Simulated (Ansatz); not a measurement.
# Cd2H2O3: the cost of one run

Program: Ansatz 0.2.0, Gaussian basis. Level of theory: the settings change from run to run. These are calculated values, not measurements.

4 further runs of the same task are left out: 4 set aside as unsound or not needed. Runs told in other sessions of the task aren't counted.

## 1. The molecule

The structure was relaxed beforehand with r2SCAN-D4/def2-SVP. Cd takes a core potential in def2 sets; no spin-orbit term is included.

7 atoms, charge 0, spin multiplicity 1.

Atoms are counted from 1 here; the program's logs count them from 0.

Bond lengths: Cd1–O3 1.957 Å, Cd1–O5 1.965 Å, Cd2–O3 1.957 Å, Cd2–O4 1.965 Å, O4–H7 0.968 Å, O5–H6 0.968 Å. Angles: O3–Cd1–O5 174.5°, O3–Cd2–O4 174.2°, Cd1–O3–Cd2 118.0°, Cd2–O4–H7 110.2°, Cd1–O5–H6 110.2°.

Geometry (Å):

```
Cd   -1.59102    0.51263   -0.53042
Cd    1.21537   -1.26886   -0.07886
O    -0.66411   -1.20852   -0.62128
O     3.13344   -1.44471    0.30790
O    -2.59039    2.20219   -0.61090
H    -2.80248    2.50783    0.28284
H     3.29920   -1.30056    1.25073
```

## 2. B2GP-PLYP/def2-mTZVPP

Set apart from the defaults: charge +1, multiplicity 2.

Input file in.yaml:

```yaml
crystal:
  periodic: [false, false, false]
  atoms:
    - {symbol: Cd, position_ang: [-1.591022, 0.512634, -0.530417]}
    - {symbol: Cd, position_ang: [1.215372, -1.268856, -0.078860]}
    - {symbol: O, position_ang: [-0.664111, -1.208516, -0.621282]}
    - {symbol: O, position_ang: [3.133442, -1.444709, 0.307902]}
    - {symbol: O, position_ang: [-2.590393, 2.202187, -0.610902]}
    - {symbol: H, position_ang: [-2.802478, 2.507829, 0.282842]}
    - {symbol: H, position_ang: [3.299200, -1.300560, 1.250727]}
basis:
  gaussian: {orbitals: def2-mTZVPP}
total_charge: 1
magnetization: {spin_polarized: true, initial_magnetization: 1}
hamiltonian: {xc: {name: B2GP-PLYP}}
```

On the command line:

```bash
$ ansatz run in.yaml --threads 4 --pin off --events-out ev --progress --plain --max-ram 3916MiB
```

What time and memory should one allow on 4 threads of Arm Neoverse V1, shared host?

About 34 s, with a peak of 0.76 GiB.
